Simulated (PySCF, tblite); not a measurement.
# C5H7BF2: circular dichroism and optical rotation, excited states

Aim: compute the circular dichroism and optical rotation, excited states of C5H7BF2 (`CB(C)C(F)=C=CF`).

Computed with tblite 0.8.0 and PySCF 2.14.0 and routines of our own; the level stands in each step. Atoms count from 0.

### 1 The system as given

15 atoms, charge 0, multiplicity 1; geometry from: force field or distance geometry start.

### 2 Relaxing the molecule with GFN2-xTB

Job settings and geometry (Å):

```
{"job": {"kind": "relax", "xc": "GFN2-xTB", "basis": "xTB"}, "charge": 0, "multiplicity": 1}
C     -0.879500     1.381200     0.182900
B     -0.730700    -0.128300    -0.207000
C     -1.750700    -1.204100     0.335000
C      0.552200    -0.577900    -0.926800
F      0.651200    -1.309600    -2.014300
C      1.676400    -0.201600    -0.369800
C      2.797000     0.205900     0.173500
F      3.249000     1.401300    -0.244600
H     -0.088900     2.002200    -0.311400
H     -0.786400     1.536900     1.288000
H     -1.892100     1.721400    -0.142600
H     -2.382500    -1.580600    -0.500800
H     -1.223100    -2.090300     0.758800
H     -2.428200    -0.721600     1.063900
H      3.231900    -0.426900     0.893200
```

Run with:

```console
$ OMP_NUM_THREADS=1 python excited_run.py task.json out
```

One launch serves the whole session: the jobs run in the order shown.

What it wrote:

```text
step      E/eV     max force
  0    -676.58748    2.503
  1    -676.75598    1.421
  2    -676.81785    2.001
  3    -676.89536    0.649
  4    -676.93436    0.450
  5    -676.97559    0.498
  6    -676.98617    0.372
  7    -676.99827    0.302
  8    -677.00465    0.231
  9    -677.01156    0.226
 10    -677.01665    0.208
 11    -677.02127    0.244
 12    -677.02474    0.186
 13    -677.02714    0.111
 14    -677.02868    0.111
 15    -677.03023    0.140
 16    -677.03248    0.185
 17    -677.03550    0.179
 18    -677.03861    0.149
 19    -677.04130    0.158
 20    -677.04392    0.161
 21    -677.04692    0.161
 22    -677.05030    0.162
 23    -677.05340    0.140
 24    -677.05575    0.137
 25    -677.05773    0.139
 26    -677.05973    0.136
 27    -677.06143    0.134
 28    -677.06275    0.113
 29    -677.06405    0.115
 30    -677.06585    0.127
 31    -677.06825    0.145
 32    -677.07102    0.174
 33    -677.07413    0.196
 34    -677.07809    0.226
 35    -677.08375    0.256
 36    -677.08945    0.207
 37    -677.09206    0.122
 38    -677.09222    0.155
 39    -677.09380    0.105
 40    -677.09449    0.079
 41    -677.09605    0.069
 42    -677.09709    0.073
 43    -677.09878    0.099
 44    -677.10005    0.095
 45    -677.10157    0.092
 46    -677.10350    0.136
 47    -677.10575    0.176
 48    -677.10864    0.220
 49    -677.11133    0.110
 50    -677.11337    0.149
 51    -677.11502    0.134
 52    -677.11662    0.236
 53    -677.11806    0.112
 54    -677.11904    0.101
 55    -677.12081    0.097
 56    -677.12202    0.122
 57    -677.12348    0.104
 58    -677.12477    0.125
 59    -677.12626    0.147
 60    -677.12799    0.136
 61    -677.12956    0.163
 62    -677.13109    0.128
 63    -677.13226    0.066
 64    -677.13319    0.073
 65    -677.13390    0.076
 66    -677.13559    0.104
 67    -677.13742    0.101
 68    -677.13941    0.087
 69    -677.14110    0.097
 70    -677.14271    0.084
 71    -677.14413    0.090
 72    -677.14532    0.100
 73    -677.14638    0.126
 74    -677.14758    0.113
 75    -677.14911    0.104
 76    -677.15075    0.140
 77    -677.15225    0.100
 78    -677.15365    0.155
 79    -677.15492    0.147
 80    -677.15643    0.145
 81    -677.15738    0.069
 82    -677.15786    0.051
 83    -677.15808    0.045
 84    -677.15829    0.045
 85    -677.15857    0.050
 86    -677.15896    0.067
 87    -677.15950    0.061
 88    -677.16012    0.062
 89    -677.16060    0.061
 90    -677.16096    0.044
 91    -677.16115    0.050
 92    -677.16131    0.030
 93    -677.16146    0.022
 94    -677.16156    0.022
 95    -677.16161    0.019
 96    -677.16165    0.023
 97    -677.16168    0.019
 98    -677.16171    0.010
 99    -677.16172    0.007
```

Wall time 0.43 s (1 thread of Intel Xeon 6975P-C, shared host); peak memory 0.18 GiB.

Along the way: (not every step is listed)

```
step  energy from step 0 (eV)  largest force (eV/Å)
   0                   0.0000                2.5035
   1                  -0.1685                1.4213
   2                  -0.2304                2.0009
   3                  -0.3079                0.6489
   4                  -0.3469                0.4498
   5                  -0.3881                0.4978
   6                  -0.3987                0.3720
   7                  -0.4108                0.3021
   8                  -0.4172                0.2314
  16                  -0.4450                0.1846
  24                  -0.4683                0.1372
  32                  -0.4835                0.1737
  40                  -0.5070                0.0794
  48                  -0.5212                0.2199
  56                  -0.5345                0.1215
  64                  -0.5457                0.0732
  72                  -0.5578                0.0998
  80                  -0.5689                0.1454
  88                  -0.5726                0.0618
  94                  -0.5741                0.0222
  95                  -0.5741                0.0193
  96                  -0.5742                0.0226
  97                  -0.5742                0.0188
  98                  -0.5742                0.0102
  99                  -0.5742                0.0073
```

Distances of close pairs at the start and the end, largest changes first:

```
  bond  before (Å)  after (Å)  change (Å)
 C3–F4       1.314      1.365      +0.051
 C0–H8       1.120      1.087      -0.034
C6–H14       1.052      1.083      +0.030
 C0–H9       1.120      1.091      -0.029
C0–H10       1.117      1.088      -0.029
 B1–C3       1.538      1.566      +0.028
C2–H12       1.115      1.090      -0.025
C2–H11       1.113      1.091      -0.022
```

The end geometry stands in the next job.

### 3 Vibrational analysis with GFN2-xTB

Job settings and geometry (Å):

```
{"job": {"kind": "ir", "xc": "GFN2-xTB", "basis": "xTB"}, "charge": 0, "multiplicity": 1}
C     -0.787571     1.286890     0.532056
B     -0.727174    -0.199952     0.033205
C     -2.001936    -1.102095    -0.115079
C      0.659389    -0.839926    -0.314701
F      0.670933    -2.158352    -0.669225
C      1.803576    -0.203268    -0.281132
C      2.890251     0.499343    -0.201698
F      3.380267     1.217341    -1.231365
H      0.103216     1.867715     0.309283
H     -0.905786     1.291382     1.616363
H     -1.651308     1.818598     0.139185
H     -2.148695    -1.366085    -1.163351
H     -1.875627    -2.053355     0.401518
H     -2.920009    -0.640851     0.239054
H      3.506060     0.590604     0.683976
```

What it wrote:

```text
mode    cm-1     km/mol
  1      29.9      0.71
  2      40.6      0.19
  3      73.5      2.18
  4      75.9      2.11
  5     135.8      2.94
  6     178.6      3.47
  7     214.9      2.22
  8     272.3      0.51
  9     319.6      5.72
 10     358.5      1.19
 11     468.7      0.60
 12     513.2      6.95
 13     537.8      4.89
 14     662.3     12.31
 15     705.0      1.38
 16     755.8      5.85
 17     827.7      6.50
 18     863.3    157.32
 19     869.0      1.70
 20     997.4    120.84
 21    1028.9    302.12
 22    1167.8    162.88
 23    1180.4     48.21
 24    1202.3    157.02
 25    1373.0    139.05
 26    1380.0     87.32
 27    1386.9     10.53
 28    1469.2      2.17
 29    1474.1      1.75
 30    1479.5      5.40
 31    1485.2      1.82
 32    2028.6     39.02
 33    2993.4      4.75
 34    2997.2     23.99
 35    3017.5     10.19
 36    3035.7      8.46
 37    3036.5     11.66
 38    3045.9     35.23
 39    3049.6     30.22
```

Run time: 0.35 s. Hardware: 1 thread of Intel Xeon 6975P-C, shared host; peak memory 0.18 GiB.

Which atoms move in the most intense modes:

```
cm⁻¹  km/mol                                  atoms
 863   157.3             B1 28 %, H9 17 %, H11 13 %
 997   120.8              C3 23 %, C6 21 %, F7 14 %
1029   302.1     C3 29 %, C6 24 %, F7 18 %, F4 15 %
1168   162.9                      B1 58 %, H14 12 %
1180    48.2             H14 41 %, B1 26 %, C3 16 %
1202   157.0             B1 34 %, H14 31 %, C3 20 %
1373   139.1                       C6 40 %, C3 38 %
1380    87.3  H11 26 %, H12 25 %, C2 13 %, H13 13 %
```

### 4 Circular dichroism and optical rotation: TDDFT CAM-B3LYP/def2-SVPD

The job, as its differences from that of step 3:

```diff
@@ -1,2 +1,2 @@
-{"job": {"kind": "ir", "xc": "GFN2-xTB", "basis": "xTB"}, "charge": 0, "multiplicity": 1}
+{"job": {"kind": "ecd", "xc": "CAM-B3LYP", "basis": "def2-SVPD", "nstates": 16}, "charge": 0, "multiplicity": 1}
 C     -0.787571     1.286890     0.532056
```

With the program's defaults for keys left out, this is: TDDFT CAM-B3LYP/def2-SVPD circular dichroism and optical rotation, one conformer, gas phase.

What it wrote:

```text
coarse grid: 13032 points
cycle   1  E = -418.5899046458  dE =  1.075e+00  |g| = 6.561e-01  |ddm| = 8.568e+00
cycle   2  E = -418.5818374048  dE =  8.067e-03  |g| = 7.605e-01  |ddm| = 1.785e+00
cycle   3  E = -418.6805156527  dE = -9.868e-02  |g| = 8.488e-02  |ddm| = 8.446e-01
cycle   4  E = -418.6816041650  dE = -1.089e-03  |g| = 3.803e-02  |ddm| = 1.652e-01
cycle   5  E = -418.6819236775  dE = -3.195e-04  |g| = 1.044e-02  |ddm| = 7.337e-02
cycle   6  E = -418.6819466802  dE = -2.300e-05  |g| = 3.092e-03  |ddm| = 2.542e-02
cycle   7  E = -418.6819495682  dE = -2.888e-06  |g| = 7.511e-04  |ddm| = 7.860e-03
final grid: 128064 points
cycle   8  E = -418.7506866256  dE = -4.162e-05  |g| = 5.221e-03  |ddm| = 1.463e-01
cycle   9  E = -418.7506860112  dE =  6.144e-07  |g| = 5.923e-03  |ddm| = 1.923e-02
cycle  10  E = -418.7506921172  dE = -6.106e-06  |g| = 6.666e-04  |ddm| = 5.936e-03
cycle  11  E = -418.7506921954  dE = -7.826e-08  |g| = 1.735e-04  |ddm| = 1.174e-03
cycle  12  E = -418.7506922021  dE = -6.641e-09  |g| = 6.632e-05  |ddm| = 4.635e-04
cycle  13  E = -418.7506922032  dE = -1.120e-09  |g| = 1.169e-05  |ddm| = 1.662e-04
cycle  14  E = -418.7506922033  dE = -5.616e-11  |g| = 5.941e-06  |ddm| = 4.473e-05
converged SCF energy = -418.7506922033

Singlet excitations and rotatory strengths (1e-40 esu^2 cm^2)
state   eV       nm     f(len)   f(vel)    R(len)    R(vel)   main configurations
  1   4.5927   270.0  0.00029  0.00021    -1.084    -1.286   H->L 0.95
  2   5.8184   213.1  0.26087  0.25688    61.103    60.503   H-1->L 0.89
  3   5.9252   209.2  0.02154  0.02102   -87.271   -85.925   H-2->L 0.85
  4   6.0006   206.6  0.00377  0.00334     9.142     9.560   H-1->L+1 0.69, H-1->L+2 0.17
  5   6.1718   200.9  0.00046  0.00035     4.051     3.844   H-3->L 0.88
  6   7.2341   171.4  0.41612  0.41065    -9.680    -8.301   H->L+1 0.82
  7   7.7440   160.1  0.09348  0.09529    15.626    13.563   H->L+2 0.58, H->L+3 0.31
  8   7.8597   157.7  0.02249  0.02758    17.968    17.228   H-1->L+2 0.65, H-1->L+1 0.17
  9   8.1276   152.5  0.02015  0.02077    -3.620    -1.381   H-5->L 0.44, H->L+5 0.23, H->L+2 0.08
 10   8.3242   148.9  0.01271  0.01311    19.483    18.960   H-6->L 0.34, H-4->L 0.23, H-3->L+1 0.20
 11   8.3526   148.4  0.00223  0.00258     0.545     0.736   H-3->L+1 0.33, H-6->L 0.22, H-5->L 0.11
 12   8.4085   147.5  0.03213  0.03027   -25.402   -24.700   H-3->L+1 0.20, H-4->L 0.18, H->L+5 0.17
 13   8.4488   146.7  0.12299  0.12207   -34.331   -33.197   H-4->L 0.42, H->L+3 0.12, H-5->L 0.12
 14   8.5146   145.6  0.03772  0.03957    -6.888    -7.320   H-2->L+1 0.68, H->L+5 0.10
 15   8.6207   143.8  0.03090  0.03359     9.030     9.334   H->L+5 0.24, H->L+3 0.19, H->L+6 0.13
 16   8.7542   141.6  0.10539  0.10352   -23.277   -23.236   H-1->L+3 0.65, H-2->L+2 0.16

Specific rotation (deg / (dm g/mL))
    nm     length   length(OI)   velocity    alpha(len)  alpha(vel)
  633.0     -58.44     -56.31     -54.60       81.949     81.708
  589.3     -69.49     -67.04     -64.97       82.393     82.149
  546.0     -84.10     -81.24     -78.69       82.955     82.708
  436.0    -155.34    -150.81    -146.04       85.388     85.125
  405.0    -194.69    -189.41    -183.63       86.557     86.287
  365.0    -277.00    -270.35    -263.32       88.700     88.415
  355.0    -307.28    -300.17    -293.02       89.402     89.111
```

Run time: 80 s. Hardware: 1 thread of Intel Xeon 6975P-C, shared host; peak memory 1 GiB.

### 5 Excited states: TDA PBE0/def2-SVP

The job, as its differences from that of step 4:

```diff
@@ -1,2 +1,2 @@
-{"job": {"kind": "ecd", "xc": "CAM-B3LYP", "basis": "def2-SVPD", "nstates": 16}, "charge": 0, "multiplicity": 1}
+{"job": {"kind": "states", "xc": "PBE0", "basis": "def2-SVP", "tda": true, "soc": true, "nstates": 8, "ntriplets": 6, "nquad": 4}, "charge": 0, "multiplicity": 1}
 C     -0.787571     1.286890     0.532056
```

With the program's defaults for keys left out, this is: TDA PBE0/def2-SVP excited states, vertical, gas phase, spin-orbit mean-field couplings.

What it wrote:

```text
coarse grid: 13032 points
cycle   1  E = -418.2822930042  dE =  9.110e-01  |g| = 6.930e-01  |ddm| = 4.125e+00
cycle   2  E = -418.2212477582  dE =  6.105e-02  |g| = 9.164e-01  |ddm| = 1.529e+00
cycle   3  E = -418.3788975562  dE = -1.576e-01  |g| = 9.764e-02  |ddm| = 9.004e-01
cycle   4  E = -418.3805657686  dE = -1.668e-03  |g| = 4.214e-02  |ddm| = 1.176e-01
cycle   5  E = -418.3809464590  dE = -3.807e-04  |g| = 1.450e-02  |ddm| = 4.716e-02
cycle   6  E = -418.3809966652  dE = -5.021e-05  |g| = 3.773e-03  |ddm| = 1.700e-02
cycle   7  E = -418.3810004136  dE = -3.748e-06  |g| = 7.938e-04  |ddm| = 4.396e-03
final grid: 128064 points
cycle   8  E = -418.4386725706  dE = -3.163e-05  |g| = 8.680e-03  |ddm| = 3.022e-02
cycle   9  E = -418.4386631508  dE =  9.420e-06  |g| = 1.136e-02  |ddm| = 1.728e-02
cycle  10  E = -418.4386896283  dE = -2.648e-05  |g| = 1.381e-03  |ddm| = 1.017e-02
cycle  11  E = -418.4386899966  dE = -3.683e-07  |g| = 2.345e-04  |ddm| = 1.408e-03
cycle  12  E = -418.4386900081  dE = -1.150e-08  |g| = 1.120e-04  |ddm| = 3.287e-04
cycle  13  E = -418.4386900112  dE = -3.148e-09  |g| = 2.616e-05  |ddm| = 1.275e-04
cycle  14  E = -418.4386900114  dE = -1.669e-10  |g| = 5.187e-06  |ddm| = 2.875e-05
converged SCF energy = -418.4386900114

Singlet excitations
state   eV       nm        f     d(h-e)  d(exc)  Lambda  PR(NTO)  |dmu|/D   mu/D   main configurations
  1   4.3653   284.0   0.00055   1.421   2.939   0.509   1.010    3.864    3.391   H->L 0.98
  2   5.6881   218.0   0.00355   1.294   2.881   0.414   1.010    4.535    5.916   H-2->L 0.96
  3   5.8877   210.6   0.00237   0.639   2.753   0.533   1.151    1.541    2.744   H-3->L 0.91
  4   5.9253   209.2   0.31068   1.104   2.896   0.720   1.151    3.176    2.351   H-1->L 0.85
  5   6.0829   203.8   0.00236   0.923   2.513   0.550   1.133                     H-1->L+1 0.92
  6   7.5837   163.5   0.36088   0.209   2.988   0.685   1.642                     H->L+1 0.52, H-3->L+1 0.14, H-1->L+2 0.12
  7   7.6695   161.7   0.03480   0.678   3.150   0.420   1.994                     H-5->L 0.40, H->L+2 0.30, H-4->L 0.17
  8   7.8148   158.7   0.00376   0.883   3.289   0.400   1.341                     H-6->L 0.63, H->L+2 0.12, H-7->L 0.11

Triplet excitations (Tamm-Dancoff)
state   eV     d(h-e)  d(exc)  Lambda  PR(NTO)   main configurations
  1   3.5332   0.458   2.397   0.733   1.019   H-1->L 0.91
  2   3.9330   1.251   2.848   0.512   1.011   H->L 0.95
  3   4.5133   0.127   2.147   0.826   1.021   H->L+1 0.94
  4   5.2647   1.075   2.731   0.413   1.015   H-2->L 0.92
  5   5.3987   0.675   2.671   0.525   1.247   H-3->L 0.84, H-1->L+1 0.09
  6   5.6348   0.871   2.491   0.547   1.210   H-1->L+1 0.89, H-3->L 0.09
S1 - T1 = 0.8320 eV

Spin-orbit couplings |<S|Hso|T>| (cm-1)
             T1       T2       T3       T4       T5       T6
S0        0.790   11.718    0.947    8.260   18.401    9.852
S1       10.863    0.563   10.781    2.253    6.961    2.194
S2        6.667    1.979    0.364    2.580   10.578    4.094
S3       20.191    6.786    4.500   10.593    3.400    0.800
S4        1.260   13.882    0.950   12.730   23.430   10.368
S5       15.192    1.621    7.684    2.655    1.484    0.688
S6        2.434   11.366    2.792    2.561    6.021   17.457
S7       14.600    4.125    5.173    2.762    4.383    6.238
S8        9.434   17.870    2.652    4.236   12.221    4.371
T1 sublevels (cm-1): 0.000 0.005 0.013   radiative rates (1/s): 0.736 0.229 1.57
```

It took 18 s on 1 thread of Intel Xeon 6975P-C, shared host; peak memory 0.74 GiB.

Key values:

```
  quantity    value
S1 less T1  0.83 eV
```

### 6 Summary of results

| quantity | value |
| --- | --- |
| strongest single infrared mode (GFN2-xTB) | 1029 cm⁻¹, 302 km/mol |
| zero-point energy (GFN2-xTB) | 66.8 kcal/mol |
| state of largest rotatory strength (velocity form) among 16 (step 4, TDDFT CAM-B3LYP/def2-SVPD) | 5.93 eV, R = -85.9 (velocity), -87.3 (length) ·10⁻⁴⁰ esu² cm² |
| specific rotation at 633.0 nm (step 4, TDDFT CAM-B3LYP/def2-SVPD) | -54.6 (velocity), -58.4 (length) |
| S1 less T1 (step 5, TDA PBE0/def2-SVP) | 0.83 eV |

**Reading.** All 39 modes are real, so the xTB geometry is a minimum. The strongest single mode, at 1029 cm⁻¹, is spread over several atoms, C3, C6, F7, F4 among them. Unscaled tight-binding wavenumbers are off by several per cent, some by more. Its intensities can rank the bands wrongly. Rotations belong to one conformer and to the handedness of the start. In step 5, the number of triplets below S1 is 2, and the largest singlet-triplet spin-orbit coupling is S4–T5, 23.43 cm⁻¹.
